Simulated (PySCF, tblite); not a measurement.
# C₆H₅F₃O: a rotation path, then NMR shifts on frames, part 2 of 2

tblite 0.8.0 and PySCF 2.14.0. Atoms count from 0.

### 5 NMR shieldings: image 4, PBE0/pcSseg-1

Job settings and geometry (Å):

```
{"job": {"kind": "nmr", "xc": "PBE0", "basis": "pcSseg-1", "pop": false}, "charge": 0, "multiplicity": 1}
C      2.135300    -0.326900    -0.915100
C      1.483100     0.237400     0.083600
C      0.222900     1.034900    -0.091800
C     -0.953100     0.270600     0.505400
C     -1.561000     0.697800     1.574500
O     -2.065800     1.125600     2.522200
C     -1.421100    -0.978100    -0.171700
F     -2.494000    -0.760800    -0.964100
F     -1.801100    -1.922300     0.706000
F     -0.499800    -1.534700    -0.958100
H      1.806200    -0.226900    -1.936300
H      3.016200    -0.923200    -0.755100
H      1.806100     0.104200     1.107600
H      0.295400     1.995300     0.422000
H      0.026200     1.215100    -1.151100
```

With the program's defaults for keys left out, this is: GIAO PBE0/pcSseg-1 NMR shielding, non-relativistic, gas phase.

What it wrote:

```text
coarse grid: 13960 points
cycle   1  E = -605.3542795461  dE =  1.791e+00  |g| = 1.086e+00  |ddm| = 3.680e+00
cycle   2  E = -604.8792720757  dE =  4.750e-01  |g| = 2.002e+00  |ddm| = 1.910e+00
cycle   3  E = -605.5374722043  dE = -6.582e-01  |g| = 3.777e-01  |ddm| = 1.438e+00
cycle   4  E = -605.5663090863  dE = -2.884e-02  |g| = 7.358e-02  |ddm| = 3.025e-01
cycle   5  E = -605.5672250314  dE = -9.159e-04  |g| = 2.146e-02  |ddm| = 6.325e-02
cycle   6  E = -605.5673167043  dE = -9.167e-05  |g| = 6.460e-03  |ddm| = 2.094e-02
cycle   7  E = -605.5673251857  dE = -8.481e-06  |g| = 2.631e-03  |ddm| = 6.067e-03
final grid: 140128 points
cycle   8  E = -605.6580844045  dE = -2.791e-05  |g| = 1.467e-02  |ddm| = 3.129e-02
cycle   9  E = -605.6579483888  dE =  1.360e-04  |g| = 3.068e-02  |ddm| = 2.840e-02
cycle  10  E = -605.6581239567  dE = -1.756e-04  |g| = 2.785e-03  |ddm| = 2.058e-02
cycle  11  E = -605.6581256278  dE = -1.671e-06  |g| = 4.272e-04  |ddm| = 2.168e-03
cycle  12  E = -605.6581256553  dE = -2.756e-08  |g| = 2.483e-04  |ddm| = 4.988e-04
cycle  13  E = -605.6581256708  dE = -1.546e-08  |g| = 4.752e-05  |ddm| = 2.278e-04
cycle  14  E = -605.6581256712  dE = -3.843e-10  |g| = 1.500e-05  |ddm| = 4.050e-05
converged SCF energy = -605.6581256712

GIAO shielding tensors (ppm)
atom      isotropic    diamagn.    paramagn.     s11        s22        s33       span
  0 C       58.420     253.369    -194.949    -57.476     73.166    159.570    217.046
  1 C       44.712     257.032    -212.320    -75.071     56.268    152.940    228.011
  2 C      153.315     242.599     -89.284    142.213    147.609    170.123     27.910
  3 C      151.418     266.568    -115.151    127.351    149.182    177.719     50.367
  4 C      -12.668     260.212    -272.881    -93.629    -47.964    103.588    197.217
  5 O      -67.551     401.230    -468.781   -228.804   -113.491    139.644    368.448
  6 C       50.229     234.516    -184.287     38.512     54.568     57.607     19.095
  7 F      220.483     471.210    -250.727    133.752    196.053    331.645    197.893
  8 F      232.028     470.668    -238.639    156.582    198.899    340.604    184.023
  9 F      243.538     476.247    -232.709    173.586    257.164    299.865    126.279
 10 H       26.044      31.068      -5.024     21.603     26.069     30.462      8.859
 11 H       26.104      28.962      -2.858     22.915     25.479     29.917      7.001
 12 H       25.688      31.772      -6.085     23.076     25.796     28.190      5.114
 13 H       28.845      30.021      -1.177     24.376     27.246     34.912     10.535
 14 H       28.663      30.124      -1.461     24.715     27.628     33.646      8.931
```

Wall time 27 s (1 thread of Arm Neoverse V1, shared host); peak memory 0.87 GiB.

Key values: δ C4 199.6, C1 142.2, C6 136.7, C0 128.5, H12 6.03, H10 5.67 ppm.

### 6 NMR shieldings: image 6, PBE0/pcSseg-1

Job settings and geometry (Å):

```
{"job": {"kind": "nmr", "xc": "PBE0", "basis": "pcSseg-1", "pop": false}, "charge": 0, "multiplicity": 1}
C      2.094700    -0.281800    -0.995300
C      1.470700     0.257700     0.034600
C      0.192400     1.036400    -0.079500
C     -0.948200     0.249100     0.556300
C     -1.525300     0.650800     1.651000
O     -2.004300     1.059700     2.620000
C     -1.395000    -0.994900    -0.137400
F     -1.995800    -0.732200    -1.314900
F     -2.277600    -1.693100     0.591800
F     -0.393500    -1.837700    -0.424900
H      1.729000    -0.174300    -2.003500
H      2.993100    -0.861100    -0.874300
H      1.835400     0.114600     1.043000
H      0.272900     1.993200     0.439300
H     -0.053000     1.221500    -1.128000
```

Level: GIAO PBE0/pcSseg-1 NMR shielding, non-relativistic, gas phase.

What it wrote:

```text
coarse grid: 13960 points
cycle   1  E = -605.3586457131  dE =  1.790e+00  |g| = 1.084e+00  |ddm| = 3.706e+00
cycle   2  E = -604.8886792042  dE =  4.700e-01  |g| = 1.993e+00  |ddm| = 1.893e+00
cycle   3  E = -605.5411106989  dE = -6.524e-01  |g| = 3.749e-01  |ddm| = 1.423e+00
cycle   4  E = -605.5694838452  dE = -2.837e-02  |g| = 7.334e-02  |ddm| = 3.006e-01
cycle   5  E = -605.5703805967  dE = -8.968e-04  |g| = 2.215e-02  |ddm| = 6.294e-02
cycle   6  E = -605.5704752302  dE = -9.463e-05  |g| = 6.678e-03  |ddm| = 2.070e-02
cycle   7  E = -605.5704837728  dE = -8.543e-06  |g| = 2.560e-03  |ddm| = 5.991e-03
final grid: 140128 points
cycle   8  E = -605.6605116976  dE = -2.620e-05  |g| = 1.459e-02  |ddm| = 3.111e-02
cycle   9  E = -605.6603760444  dE =  1.357e-04  |g| = 3.060e-02  |ddm| = 2.826e-02
cycle  10  E = -605.6605509646  dE = -1.749e-04  |g| = 2.681e-03  |ddm| = 2.055e-02
cycle  11  E = -605.6605525092  dE = -1.545e-06  |g| = 4.329e-04  |ddm| = 2.109e-03
cycle  12  E = -605.6605525381  dE = -2.882e-08  |g| = 2.354e-04  |ddm| = 4.875e-04
cycle  13  E = -605.6605525518  dE = -1.378e-08  |g| = 5.015e-05  |ddm| = 2.209e-04
cycle  14  E = -605.6605525523  dE = -4.538e-10  |g| = 1.489e-05  |ddm| = 4.307e-05
converged SCF energy = -605.6605525523

GIAO shielding tensors (ppm)
atom      isotropic    diamagn.    paramagn.     s11        s22        s33       span
  0 C       59.204     253.288    -194.085    -56.392     74.429    159.574    215.965
  1 C       43.655     256.827    -213.171    -76.761     54.448    153.279    230.040
  2 C      153.557     242.652     -89.095    141.219    148.633    170.818     29.599
  3 C      150.791     266.834    -116.043    132.462    146.921    172.989     40.527
  4 C      -10.490     260.321    -270.810    -93.348    -46.057    107.936    201.285
  5 O      -63.564     401.328    -464.893   -228.518   -108.199    146.024    374.543
  6 C       51.125     234.928    -183.802     35.817     56.296     61.263     25.446
  7 F      234.923     473.405    -238.482    141.875    226.389    336.505    194.630
  8 F      244.181     468.784    -224.603    161.627    216.596    354.319    192.692
  9 F      230.983     476.279    -245.296    152.218    245.169    295.562    143.344
 10 H       26.068      31.013      -4.946     21.766     26.029     30.408      8.642
 11 H       26.160      28.947      -2.787     22.932     25.493     30.054      7.122
 12 H       25.674      31.708      -6.034     22.991     25.809     28.222      5.232
 13 H       28.832      29.987      -1.156     24.413     27.235     34.848     10.435
 14 H       28.661      30.005      -1.343     24.646     27.846     33.491      8.845
```

Wall time 27 s (1 thread of Arm Neoverse V1, shared host); peak memory 0.87 GiB.

Key values: δ C4 197.4, C1 143.3, C6 135.8, C0 127.7, H12 6.04, H10 5.65 ppm.

### 7 Nuclear shieldings: image 8, PBE0/pcSseg-1

Job settings and geometry (Å):

```
{"job": {"kind": "nmr", "xc": "PBE0", "basis": "pcSseg-1", "pop": false}, "charge": 0, "multiplicity": 1}
C      2.035800    -0.239100    -1.076000
C      1.440600     0.268800    -0.013600
C      0.162400     1.051800    -0.071100
C     -0.968600     0.255600     0.570500
C     -1.478600     0.601500     1.716600
O     -1.914300     0.976900     2.719100
C     -1.368000    -1.013300    -0.108800
F     -1.364400    -0.894600    -1.442400
F     -2.597700    -1.420100     0.240600
F     -0.544300    -2.042600     0.173000
H      1.635500    -0.109100    -2.068100
H      2.948900    -0.802700    -0.998100
H      1.845500     0.117900     0.977700
H      0.268800     1.994500     0.467000
H     -0.106000     1.262400    -1.108300
```

With the program's defaults for keys left out, this is: GIAO PBE0/pcSseg-1 NMR shielding, non-relativistic, gas phase.

What it wrote:

```text
coarse grid: 13960 points
cycle   1  E = -605.3603503475  dE =  1.789e+00  |g| = 1.082e+00  |ddm| = 3.687e+00
cycle   2  E = -604.8922301883  dE =  4.681e-01  |g| = 1.989e+00  |ddm| = 1.899e+00
cycle   3  E = -605.5417822702  dE = -6.496e-01  |g| = 3.766e-01  |ddm| = 1.432e+00
cycle   4  E = -605.5704735121  dE = -2.869e-02  |g| = 7.295e-02  |ddm| = 3.009e-01
cycle   5  E = -605.5713629251  dE = -8.894e-04  |g| = 2.202e-02  |ddm| = 6.264e-02
cycle   6  E = -605.5714576827  dE = -9.476e-05  |g| = 6.619e-03  |ddm| = 2.072e-02
cycle   7  E = -605.5714662534  dE = -8.571e-06  |g| = 2.602e-03  |ddm| = 6.043e-03
final grid: 140128 points
cycle   8  E = -605.6617726055  dE = -2.974e-05  |g| = 1.464e-02  |ddm| = 3.863e-02
cycle   9  E = -605.6616356182  dE =  1.370e-04  |g| = 3.072e-02  |ddm| = 2.848e-02
cycle  10  E = -605.6618122081  dE = -1.766e-04  |g| = 2.685e-03  |ddm| = 2.068e-02
cycle  11  E = -605.6618137770  dE = -1.569e-06  |g| = 4.461e-04  |ddm| = 2.136e-03
cycle  12  E = -605.6618138089  dE = -3.183e-08  |g| = 2.429e-04  |ddm| = 5.170e-04
cycle  13  E = -605.6618138236  dE = -1.472e-08  |g| = 4.860e-05  |ddm| = 2.259e-04
cycle  14  E = -605.6618138240  dE = -4.327e-10  |g| = 1.409e-05  |ddm| = 4.440e-05
converged SCF energy = -605.6618138240

GIAO shielding tensors (ppm)
atom      isotropic    diamagn.    paramagn.     s11        s22        s33       span
  0 C       60.508     253.453    -192.945    -53.874     75.741    159.657    213.531
  1 C       43.744     257.050    -213.306    -76.460     54.164    153.529    229.989
  2 C      153.113     242.787     -89.675    141.660    148.430    169.248     27.588
  3 C      150.407     266.035    -115.629    128.199    147.385    175.636     47.437
  4 C      -11.030     260.248    -271.277    -93.423    -46.309    106.643    200.067
  5 O      -65.158     401.210    -466.367   -229.730   -109.838    144.095    373.825
  6 C       50.967     235.180    -184.213     37.424     55.164     60.314     22.890
  7 F      245.124     474.627    -229.502    163.812    248.471    323.090    159.279
  8 F      243.134     468.541    -225.406    162.886    216.502    350.015    187.129
  9 F      219.670     475.429    -255.759    136.442    206.927    315.642    179.200
 10 H       26.073      31.054      -4.981     21.926     25.854     30.439      8.513
 11 H       26.211      29.021      -2.810     23.072     25.430     30.130      7.058
 12 H       25.701      31.863      -6.162     23.128     25.804     28.170      5.042
 13 H       28.871      30.024      -1.153     24.528     27.197     34.888     10.361
 14 H       28.564      30.170      -1.606     24.806     27.498     33.388      8.581
```

Wall time 27 s (1 thread of Arm Neoverse V1, shared host); peak memory 0.87 GiB.

This run: δ C4 198.0, C1 143.2, C6 136.0, C0 126.4, H12 6.02, H10 5.64 ppm.

### 8 Side by side: NMR shifts

Shifts (ppm) of some atoms, chosen among heavy atoms and hydrogens apart, with basis size and wall time:

| frame | C4 | H11 | H14 | O5 | F8 | F7 | F9 | functions | time |
| --- | --- | --- | --- | --- | --- | --- | --- | --- | --- |
| image 0 | 197.9 | 5.51 | 3.16 | 401.1 | -48.8 | -72.2 | -74.0 | 195 | 27 s |
| image 2 | 200.1 | 5.59 | 3.16 | 405.5 | -46.1 | -54.5 | -78.4 | 195 | 26 s |
| image 4 | 199.6 | 5.61 | 3.05 | 403.6 | -61.1 | -49.5 | -72.6 | 195 | 27 s |
| image 6 | 197.4 | 5.56 | 3.06 | 399.6 | -73.2 | -64.0 | -60.0 | 195 | 27 s |
| image 8 | 198.0 | 5.51 | 3.15 | 401.2 | -72.2 | -74.2 | -48.7 | 195 | 27 s |

### 9 Results

What follows sums up all 2 parts.

```
                                         quantity                                       value
                                          barrier          0.054 eV (1.2 kcal/mol) at image 4
                            end to end (GFN2-xTB)                                    0.000 eV
  ¹³C shifts against TMS (PBE0/pcSseg-1, image 0)  197.9, 143.2, 136.0, 126.4, 36.5, 33.9 ppm
   ¹H shifts against TMS (PBE0/pcSseg-1, image 0)            6.02, 5.64, 5.51, 3.16, 2.85 ppm
  ¹⁷O shifts against H2O (PBE0/pcSseg-1, image 0)                                   401.1 ppm
¹⁹F shifts against CFCl3 (PBE0/pcSseg-1, image 0)                     -48.8, -72.2, -74.0 ppm
                         range of the shift of F9                          -78.4 to -48.7 ppm
```

In words: Along the band the dihedral turns by 120°, and the top (dihedral 21°) lies 1.2 kcal/mol above the start (GFN2-xTB, rough), so at room temperature this motion is fast. The top was not checked by a frequency run. Shifts at one fixed geometry are not the observed spectrum, which averages over the motion. In the first frame run (image 0): The widest tensor belongs to O5: span 374 ppm, with a paramagnetic part of -466 ppm. In ppm, F9 moves most: its shift spreads over 29.7 ppm, from -78.4 (image 2) to -48.7 (image 8).
